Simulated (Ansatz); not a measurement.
The system is HfGe.

```xyz
2
Lattice="3.5008 0.0000 0.0000 0.0000 3.5008 0.0000 0.0000 0.0000 3.5008" Properties=species:S:1:pos:R:3 pbc="T T T"
Hf    0.0000    0.0000    0.0000
Ge    1.7504    1.7504    1.7504
```

The cell was built by a generator and needn't be a form met in nature.

```yaml
Program: Ansatz 0.2.0
Task: relaxation of cell and atoms
Functional: PBE
Potentials_or_basis: Ansatz PAW
Cutoff: "420 eV (not typed: the program's choice for these potentials)"
k_mesh: 8 × 8 × 8
Occupations: fermi-dirac, width 0.05 eV
Spin: no spin polarisation
```

At the start: volume 21.45 Å³/atom.

Task: Where does the relaxation end?

Result: It ends after 5 steps and the volume is 18.83 Å³/atom (-12.2 %); space group Pm-3m (No. 221, to 0.05 Å).

The path:
| step | energy change (eV) | largest force (eV/Å) | volume (Å³) |
| --- | --- | --- | --- |
| 1 | 0.0000 | 0.0000 | 42.91 |
| 2 | -0.2043 | 0.0000 | 36.93 |
| 3 | -0.2089 | 0.0000 | 37.83 |
| 4 | -0.2093 | 0.0000 | 37.65 |
| 5 | -0.2081 | 0.0000 | 37.65 |

Final structure:
```
Hf Ge
1.0
     3.35176    0.00000    0.00000
     0.00000    3.35176    0.00000
     0.00000    0.00000    3.35176
Hf Ge
1 1
Direct
  0.00000 0.00000 0.00000
  0.50000 0.50000 0.50000
```

Caveat: the plane-wave basis is chosen anew once the cell has moved, so the energies of steps on either side of that aren't comparable.
